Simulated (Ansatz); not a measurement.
# H₂Se (singlet): the correlation ladder at distance Se1–H3 = 1.349 Å, 6-31G

One table from this session's results is given with a row withheld; the runs are named, their logs left out.

Method: 6-31G, core rule «outside noble gas», up to 14 orbitals frozen; program: Ansatz 0.2.0, Gaussian basis.

Plan: UHF; CCSD(T) on RHF; BCCD(T) on RHF; CISD; CCSDT(Q) on RHF; CCSDTQ on RHF; CASSCF and MRCISD+Q, 2 electrons in 2 orbitals; CASSCF and NEVPT2, 2 electrons in 2 orbitals; CASSCF and MRCISD+Q, 8 electrons in 6 orbitals; CASSCF and NEVPT2, 8 electrons in 6 orbitals; Full CI.

17 further runs of the same task are left out: 16 that didn't finish, 1 set aside as unsound or not needed. Runs told in other sessions of the task aren't counted.

**The system**

The geometry derives from a PBE0/def2-TZVP stationary point (not a proven minimum). One bond is set to the value named and the two fragments are kept rigid. No spin-orbit coupling is included. The filled d shell of Se may be among the frozen orbitals whatever the setting's name suggests.

3 atoms, charge 0, spin multiplicity 1.

Atoms are counted from 1 here; the program's logs count them from 0.

Bond lengths: Se1–H2 1.467 Å, Se1–H3 1.349 Å. Angles: H2–Se1–H3 91.2°.

Set-up of the first run:

File in.yaml:

```yaml
crystal:
  periodic: [false, false, false]
  atoms:
    - {symbol: Se, position_ang: [0.000000, -0.024528, 0.001048]}
    - {symbol: H, position_ang: [0.000000, 1.001970, -1.046742]}
    - {symbol: H, position_ang: [0.000000, 0.919512, 0.964681]}
basis:
  gaussian: {orbitals: 6-31G}
magnetization: {spin_polarized: true, initial_magnetization: 0}
hamiltonian: {xc: hf}
output: {orbitals: {seedname: orbitals}}
```

Launch:

```
$ ansatz run in.yaml --threads 1 --pin off --events-out ev --progress --plain --max-ram 2393MiB
```

Steps of the session up to this table: UHF; CCSD(T) on RHF; BCCD(T) on RHF; CISD; CCSDT(Q) on RHF; CCSDTQ on RHF; CASSCF and MRCISD+Q, 2 electrons in 2 orbitals; CASSCF and NEVPT2, 2 electrons in 2 orbitals; CASSCF and MRCISD+Q, 8 electrons in 6 orbitals; CASSCF and NEVPT2, 8 electrons in 6 orbitals; Full CI.

One table of the session follows, with a row left open; its other results are not shown here.

| method | from FCI (kcal/mol) |
| --- | --- |
| RHF | +45.17 |
| RMP2 | +10.36 |
| CISD | +1.77 |
| RCCSD | +0.54 |
| RCCSD(T) | +0.11 |
| BCCD(T) | +0.11 |
| RCCSDT | +0.02 |
| RCCSDT(Q) | 0.00 |
| RCCSDTQ | 0.00 |
| CASSCF pair | +33.47 |
| NEVPT2 pair | ? |
| MRCISD pair | +1.00 |
| MRCISD+Q pair | +0.01 |
| CASSCF valence | +21.61 |
| NEVPT2 valence | +5.31 |
| MRCISD valence | +0.60 |
| MRCISD+Q valence | +0.22 |
| FCI | 0 |

Q: Estimate the row for NEVPT2 pair from the others.

**Answer.** from FCI (kcal/mol): +7.29. In the column «from FCI (kcal/mol)» it lies between NEVPT2 valence (+5.31) and RMP2 (+10.36).
